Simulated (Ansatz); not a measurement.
# C2H8AlFSi: how energies converge with the basis set

One table from this session's results is given with a row withheld; the runs are named, their logs left out.

Program: Ansatz 0.2.0, Gaussian basis. Level of theory: one geometry, several basis sets. These are calculated values, not measurements.

Levels to be run: PBE0-D4/def2-SVP; ωB97M-V/def2-SVP; PBE0-D4/def2-QZVPP; ωB97M-V/def2-QZVPP; the functionals' def2-TZVPP values are taken from earlier runs.

## Structure used throughout

The geometry comes from an earlier relaxation with PBE0-D4 in a triple-zeta def2 set; it is a stationary point, not always the lowest conformer.

SMILES `C[Si](C)(F)[AlH2]`, 13 atoms, charge 0, spin multiplicity 1.

Atoms are counted from 1 here; the program's logs count them from 0.

Bond lengths: C1–Si2 1.870 Å, C1–H6 1.094 Å, C1–H7 1.092 Å, C1–H8 1.094 Å, Si2–C3 1.868 Å, Si2–F4 1.624 Å, Si2–Al5 2.484 Å, C3–H9 1.094 Å, C3–H10 1.092 Å, C3–H11 1.094 Å, Al5–H12 1.593 Å, Al5–H13 1.592 Å. Angles: Si2–C1–H6 110.5°, Si2–C1–H7 111.5°, Si2–C1–H8 110.7°, H6–C1–H7 108.2°, H6–C1–H8 107.9°, H7–C1–H8 108.0°, C1–Si2–C3 109.6°, C1–Si2–F4 106.7°, C1–Si2–Al5 113.1°, C3–Si2–F4 106.7°, C3–Si2–Al5 113.9°, F4–Si2–Al5 106.3°, Si2–C3–H9 110.3°, Si2–C3–H10 111.6°, Si2–C3–H11 110.7°, H9–C3–H10 107.7°, H9–C3–H11 108.1°, H10–C3–H11 108.3° and more.

Set-up of the first run:

Contents of in.yaml:

```yaml
crystal:
  periodic: [false, false, false]
  atoms:
    - {symbol: C, position_ang: [-1.771979, 0.114796, -0.210684]}
    - {symbol: Si, position_ang: [0.085651, 0.157292, -0.417006]}
    - {symbol: C, position_ang: [0.759167, -1.584911, -0.403392]}
    - {symbol: F, position_ang: [0.377246, 0.758846, -1.896740]}
    - {symbol: Al, position_ang: [1.209544, 1.683115, 1.188225]}
    - {symbol: H, position_ang: [-2.228411, -0.510683, -0.983726]}
    - {symbol: H, position_ang: [-2.206038, 1.114678, -0.280525]}
    - {symbol: H, position_ang: [-2.043493, -0.303446, 0.763281]}
    - {symbol: H, position_ang: [0.582236, -2.053542, 0.569294]}
    - {symbol: H, position_ang: [1.835406, -1.602246, -0.589095]}
    - {symbol: H, position_ang: [0.269437, -2.194953, -1.168033]}
    - {symbol: H, position_ang: [2.359845, 1.169647, 2.163727]}
    - {symbol: H, position_ang: [0.791789, 3.216608, 1.279574]}
basis:
  gaussian: {orbitals: def2-SVP}
hamiltonian: {xc: pbe0, dispersion: d4}
output: {orbitals: {seedname: orbitals}}
```

Launch:

```bash
$ ansatz run in.yaml --threads 4 --pin off --events-out ev --progress --plain --max-ram 10444MiB
```

Steps of the session up to this table: PBE0-D4 in def2-SVP; ωB97M-V in def2-SVP; PBE0-D4 in def2-QZVPP; ωB97M-V in def2-QZVPP.

One table of the session follows, with a row left open; its other results are not shown here.

It belongs to the step «Functionals by basis». 

```
functional       basis  HOMO (eV)  LUMO (eV)
   PBE0-D4    def2-SVP      -7.07      -2.05
   PBE0-D4  def2-TZVPP      -7.09      -2.07
   PBE0-D4  def2-QZVPP      -7.10      -2.09
   ωB97M-V    def2-SVP          ?          ?
   ωB97M-V  def2-TZVPP      -9.09      -0.45
   ωB97M-V  def2-QZVPP      -9.10      -0.55
```

Estimate the missing values for ωB97M-V, def2-SVP.

**Answer.** HOMO (eV): -9.04; LUMO (eV): -0.36. In the column «HOMO (eV)» it lies between ωB97M-V, def2-TZVPP (-9.09) and PBE0-D4, def2-QZVPP (-7.10).
